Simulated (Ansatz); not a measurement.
# GeF− (triplet): the correlation ladder, aug-cc-pVDZ

The task here is to estimate one member of a computed series from the others.

Program: Ansatz 0.2.0, Gaussian basis. Level of theory: aug-cc-pVDZ, core rule «outside noble gas», up to 15 orbitals frozen. These are calculated values, not measurements.

To be run: UHF; CCSD(T) on ROHF; CCSD(T) on UHF; BCCD(T) on ROHF; CISD; CCSDT(Q) on ROHF; CCSDT(Q) on UHF; CASSCF and MRCISD+Q, 12 electrons in 8 orbitals; CASSCF and NEVPT4(SD), 12 electrons in 8 orbitals; CASSCF and NEVPT2, 12 electrons in 8 orbitals.

19 further runs of the same task are left out: 4 for a known fault of the program, 4 that didn't finish, 11 set aside as unsound or not needed.

## What is computed

The geometry is a PBE0/def2-TZVPD stationary point (not a proven minimum). No spin-orbit coupling is included. The filled d shell of Ge may be among the frozen orbitals whatever the setting's name suggests; the logs give the count.

2 atoms, charge -1, spin multiplicity 3.

Atoms are counted from 1 here; the program's logs count them from 0.

Bond lengths: Ge1–F2 1.863 Å.

As a file:

```xyz
2

Ge    0.0000    0.0000    0.0000
F     0.0000    0.0000    1.8627
```

Set-up of the first run:

Input file in.yaml:

```yaml
crystal:
  periodic: [false, false, false]
  atoms:
    - {symbol: Ge, position_ang: [0.000000, 0.000000, 0.000000]}
    - {symbol: F, position_ang: [0.000000, 0.000000, 1.862700]}
basis:
  gaussian: {orbitals: aug-cc-pVDZ}
total_charge: -1
magnetization: {spin_polarized: true, initial_magnetization: 2}
hamiltonian: {xc: hf}
output: {orbitals: {seedname: orbitals}}
```

Launch:

```sh
$ ansatz run in.yaml --threads 1 --pin off --events-out ev --progress --plain --max-ram 2393MiB
```

Steps of the session up to this table: UHF; CCSD(T) on ROHF; CCSD(T) on UHF; BCCD(T) on ROHF; CISD; CCSDT(Q) on ROHF; CCSDT(Q) on UHF; CASSCF and MRCISD+Q, 12 electrons in 8 orbitals; CASSCF and NEVPT4(SD), 12 electrons in 8 orbitals; CASSCF and NEVPT2, 12 electrons in 8 orbitals.

One of the session's tables, all rows but one given; the rest of the session is left out.

| method | from UCCSDT(Q) (kJ/mol) |
| --- | --- |
| ROHF | +800.8 |
| UHF | ? |
| RMP2 | +56.1 |
| UMP2 | +57.7 |
| RCCSD | +25.7 |
| UCCSD | +25.1 |
| RCCSD(T) | +3.9 |
| UCCSD(T) | +3.5 |
| BCCD(T) | +3.2 |
| RCCSDT | +2.0 |
| UCCSDT | +1.5 |
| RCCSDT(Q) | +1.0 |
| UCCSDT(Q) | 0 |
| CASSCF valence | +741.3 |
| NEVPT2 valence | +129.1 |
| NEVPT4(SD) valence | +20.0 |
| MRCISD valence | +72.3 |
| MRCISD+Q valence | +15.0 |

**Question.** Estimate the row for UHF.

As computed: from UCCSDT(Q) (kJ/mol): +790.6. In the column «from UCCSDT(Q) (kJ/mol)» it lies between CASSCF valence (+741.3) and ROHF (+800.8).

Among the levels timed on like hardware and quicker than the yardstick, those that no quicker one beats, quickest first: NEVPT2 valence (3 s, +129.1 kJ/mol); UCCSD(T) (3.7 s, +3.5 kJ/mol); BCCD(T) (5.5 s, +3.2 kJ/mol).

Not comparable, so not listed: CISD (they don't share determinant, frozen orbitals or solution with the rows shown, or repeat one).

Caveats from the session: Of the multireference levels listed MRCISD+Q valence comes nearest in total energy (+15.0 kJ/mol), which doesn't show that its space is the better one. Restricted and unrestricted rows rest on different reference determinants; where their highest levels disagree by more than a few hundredths of an eV, they describe different states and don't form one ladder.
